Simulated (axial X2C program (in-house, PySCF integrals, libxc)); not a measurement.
# CuK⁺: EOM-IP-CCSD levels

Aim: EOM-IP-CCSD levels of CuK⁺, with spin–orbit coupling in the Hamiltonian from the start.

The runs use an in-house X2C program for linear molecules on PySCF integrals; two-component X2C with atomic mean-field terms, Cu dyall-cv3z, K dyall-cv3z.

All values are calculated.

### Step 1. Set-up

File task.json:

```json
{
 "zs": [
  29,
  19
 ],
 "q": 1,
 "bas": [
  "dyall-cv3z",
  "dyall-cv3z"
 ],
 "r0": 3.08,
 "eom": "ip",
 "rq": 0,
 "thr": -2.0,
 "nmax": 95,
 "grid": [
  1,
  0.96,
  1.045,
  0.92,
  1.09,
  1.15
 ]
}
```

Keys: zs atomic numbers; q charge; bas basis sets; r0 starting distance in Å; eom kind of EOM run; thr threshold in hartree for freezing inner shells (an s shell follows its p shell); nmax most natural virtual spinors; grid distances as factors.

Command:

```console
$ python soeom.py task.json out
```

After this run come: EOM-IP-CCSD at 2.896 Å.

Before running it: what results should come out? Wanted: next root led by one particle; T1 of the reference.

As calculated:

| quantity | value |
| --- | --- |
| lowest root at 2.896 Å | Ω = 1/2, 5.491 eV |
| next root led by one particle | Ω = 5/2, about 16990 cm⁻¹ higher |
| T1 of the reference | 0.024 |

In words: Removing an electron from the reference determinant of CuK costs 5.49 eV and empties a spinor of 50% Cu sσ, 34% K sσ, 11% K pσ. Errors of 0.1 to 0.3 eV are usual at this size, and roots led by higher excitations are left out, so the list is incomplete, and low states of that kind can be missing.
